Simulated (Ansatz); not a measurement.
# H7NSeSi: the cost of one run

Program: Ansatz 0.2.0. Level of theory: RKS r2SCAN-D4/def2-SVP. These are calculated values, not measurements.

1 further run of the same task is left out (it didn't finish).

### Step 1. The starting structure

Bond lengths: Si1–N2 2.128 Å, Si1–H3 1.485 Å, Si1–H4 1.461 Å, Si1–H5 1.462 Å, Si1–Se7 2.701 Å, N2–H8 1.011 Å, N2–H9 1.011 Å, Se7–H10 1.428 Å. Angles: Si1–N2–H8 120.9°, Si1–N2–H9 118.8°, H8–N2–H9 109.7°, N2–Si1–H3 165.0°, N2–Si1–H4 83.6°, N2–Si1–H5 84.4°, N2–Si1–Se7 76.9°, H3–Si1–H4 100.7°, H3–Si1–H5 101.4°, H3–Si1–Se7 88.2°, H4–Si1–H5 137.1°, H4–Si1–Se7 112.7°, H5–Si1–Se7 104.3°, Si1–Se7–H10 93.0°.

As a file:

```xyz
10

Si   -0.8534    0.6098   -0.3878
N    -0.0926   -0.8214    0.9908
H    -1.0814    1.4929   -1.5603
H    -1.9036   -0.3851   -0.5887
H    -0.4809    1.5824    0.6385
H     0.9980   -0.9586    0.2366
Se    1.4986   -0.1183   -1.4988
H     0.2110   -0.5422    1.9142
H    -0.5265   -1.7339    1.0354
H     2.2307    0.8744   -0.7799
```

### Step 2. A restrained relaxation towards end A

Springs on the bonds that form and break draw the guess towards this end; the thresholds are loose.

input.yaml reads:

```yaml
crystal:
  periodic: [false, false, false]
  atoms:
    - { symbol: Si, position_ang: [-0.8534, 0.6098, -0.3878] }
    - { symbol: "N", position_ang: [-0.0926, -0.8214, 0.9908] }
    - { symbol: H, position_ang: [-1.0814, 1.4929, -1.5603] }
    - { symbol: H, position_ang: [-1.9036, -0.3851, -0.5887] }
    - { symbol: H, position_ang: [-0.4809, 1.5824, 0.6385] }
    - { symbol: H, position_ang: [0.998, -0.9586, 0.2366] }
    - { symbol: Se, position_ang: [1.4986, -0.1183, -1.4988] }
    - { symbol: H, position_ang: [0.211, -0.5422, 1.9142] }
    - { symbol: H, position_ang: [-0.5265, -1.7339, 1.0354] }
    - { symbol: H, position_ang: [2.2307, 0.8744, -0.7799] }
basis:
  gaussian: { orbitals: def2-SVP }
hamiltonian:
  xc: r2scan
  dispersion: d4
relax:
  f_tol: 0.15
  max_steps: 25
  restrain:
    - { distance: [0, 6], at: 3.61, k: 30.0 }
    - { distance: [5, 1], at: 2.32, k: 30.0 }
    - { distance: [0, 1], at: 1.82, k: 30.0 }
    - { distance: [5, 6], at: 1.51, k: 30.0 }
```

Started as:

```
$ ansatz run input.yaml --threads 2 --pin off --max-ram 3072MiB --backend cpu --events-out ev --progress --plain --runs-dir out
```

What time and memory should one allow on 2 threads of Intel Xeon 6975P-C (Granite Rapids), shared host?

About 19 s, with a peak of 0.17 GiB.
